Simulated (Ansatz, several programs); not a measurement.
Ga4AsP3 as one 8-atom ordering (P-4m2) on the zincblende lattice, relaxed with r2SCAN in Ansatz (plane waves, PAW): space group P-4m2 (No. 115), tetragonal; a = 3.894 Å, c = 10.999 Å in the conventional setting, 20.85 Å³ an atom. P has 4 Ga at 2.37 Å; Ga has 4 P at 2.37 Å; Ga has 2 P at 2.37 Å and 2 As at 2.43 Å; As has 4 Ga at 2.43 Å. The cell was then scaled with its shape and fractional coordinates held, which makes it stiffer than a relaxed compression. All values are calculated for a non-magnetic cell, which may be hypothetical.

```tsv
V (Å³/atom)	E (meV/atom)
19.595	21.95
20.221	5.19
20.846	0.00
22.097	17.66
```

Problem. Pass a cubic E = c₀ + c₁u + c₂u² + c₃u³, with u = V − 20.690 Å³, through these points.

Solution. c₀ = 0.31, c₁ = -3.986, c₂ = 13.181, c₃ = -1.1240 (meV and Å³).

Problem. Where is the minimum, and what bulk modulus follows?

Solution. dE/du = 0 at u = +0.154, so V₀ = 20.84 Å³. B = V₀ d²E/dV² = 20.84 × (2c₂ + 6c₃u) = 20.84 × 25.322 = 528 meV/Å³, and 1 meV/Å³ is 0.16022 GPa: 85 GPa. A third-order Birch-Murnaghan fit to all five points gives 20.85 Å³ and 84 GPa.

Problem. Predict the energy and the pressure at the withheld volume, 21.471 Å³.

Solution. With u = +0.781: E ≈ 4.70 meV and P = −dE/dV ≈ -2.33 GPa. The run gives 4.66 meV and, from its stress, -2.32 GPa.
